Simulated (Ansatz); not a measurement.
The same calculation of CH5GeIO, SMILES C[O][GeH2][I] as a Python script and as an input file (Ansatz's Python interface).

`run_energy.py`
```python
"""Single point of CH5GeIO."""

import sys
import warnings

import ansatz as az
import numpy as np
import pandas as pd


def main() -> None:
    warnings.simplefilter("ignore", az.DeckWarning)

    geometry_ang = [
        ("C", [0.5101, 1.2503, 0.2398]),
        ("O", [0.8689, -0.0329, 0.4384]),
        ("Ge", [-0.4496, -1.1073, -0.2192]),
        ("I", [0.3359, -3.5174, 0.1407]),
        ("H", [0.3456, 1.5044, -0.8749]),
        ("H", [-0.4793, 1.5331, 0.7779]),
        ("H", [1.2729, 1.9767, 0.6239]),
        ("H", [-1.7097, -0.8226, 0.5355]),
        ("H", [-0.6063, -0.8306, -1.6792]),
    ]
    ch5geio = az.Crystal.molecule()
    for symbol, xyz in geometry_ang:
        ch5geio = ch5geio.atom(symbol, xyz)

    calc = (
        ch5geio.calculation()
        .basis(gaussian="def2-SVP")
        .functional("pbe0")
        .scf(lower_state_search="light")
        .forces()
    )
    try:
        report = calc.run(threads=1, pin="off").report
    except az.AnsatzError as error:
        sys.exit(f"{type(error).__name__}: {error}")

    for key in ("converged", "free_energy_ev", "reference_energy_ev", "n_frozen", "n_occupied", "n_virtual"):
        print(f"{key:22s} {report[key]}")

    field = report["mean_field"]
    print("<S^2> =", round(abs(field["state"]["spin_squared"]), 4), " relativity:", field["relativity"])
    print("passes:", field["passes"])
    if "symmetry" in field:
        print("occupied orbitals by irrep:", field["symmetry"]["occupied"])

    symbols = [site.symbol for site in ch5geio.cartesian_sites]
    forces = np.array(report["forces_ev_ang"])
    print("largest force", round(float(np.linalg.norm(forces, axis=1).max()), 4), "eV/A, rms", round(float(np.sqrt((forces ** 2).mean())), 4))

    charges = report["charge_distribution"]
    table = pd.DataFrame({"atom": symbols, "mulliken": charges["mulliken_charges_e"], "lowdin": charges["lowdin_charges_e"]})
    print(table.round(3).to_string())
    print("dipole (e A):", np.round(charges["dipole_moment_e_ang"], 4) + 0.0)


if __name__ == "__main__":
    main()
```

```console
$ python run_energy.py
converged              True
free_energy_ev         -67765.60389358622
reference_energy_ev    -67765.60389358622
n_frozen               0
n_occupied             [38, 38]
n_virtual              [73, 73]
<S^2> = 0.0  relativity: none
passes: {'evaluations': 15, 'products': 13}
occupied orbitals by irrep: [{'A': 38}, {'A': 38}]
largest force 3.3254 eV/A, rms 0.9465
  atom  mulliken  lowdin
0    C     0.079   0.011
1    O    -0.488   0.004
2   Ge     0.550   0.001
3    I    -0.169   0.106
4    H     0.032  -0.009
5    H     0.030  -0.008
6    H     0.058  -0.009
7    H    -0.045  -0.048
8    H    -0.046  -0.048
dipole (e A): [-0.3457  0.3139 -0.1714]
```

`input.yaml`:
```yaml
crystal:
  periodic: [false, false, false]
  atoms:
    - { symbol: C, position_ang: [0.5101, 1.2503, 0.2398] }
    - { symbol: O, position_ang: [0.8689, -0.0329, 0.4384] }
    - { symbol: Ge, position_ang: [-0.4496, -1.1073, -0.2192] }
    - { symbol: I, position_ang: [0.3359, -3.5174, 0.1407] }
    - { symbol: H, position_ang: [0.3456, 1.5044, -0.8749] }
    - { symbol: H, position_ang: [-0.4793, 1.5331, 0.7779] }
    - { symbol: H, position_ang: [1.2729, 1.9767, 0.6239] }
    - { symbol: H, position_ang: [-1.7097, -0.8226, 0.5355] }
    - { symbol: H, position_ang: [-0.6063, -0.8306, -1.6792] }
basis:
  gaussian:
    orbitals: def2-SVP
hamiltonian:
  xc: pbe0
scf:
  lower_state_search: light
output:
  forces: true
```

What to keep in mind:
- The settings weren't tested for convergence.
- The geometry is a force-field or estimated start, not a minimum of this method, and the basis set is short of its limit.
- def2 sets replace the cores of elements past krypton by effective core potentials.
- The Löwdin charges here are taken after orthogonalising the functions within each atom; they differ from plain Löwdin charges, and their signs can be unphysical.
- It ran for 7.2 s on 1 thread of Arm Neoverse V2 (shared host), peak memory 0.38 GiB.

(A comment or docstring line of the script was reworded after the run, the code is as it ran; lines on the test bed's own set-up are left out of the output.)
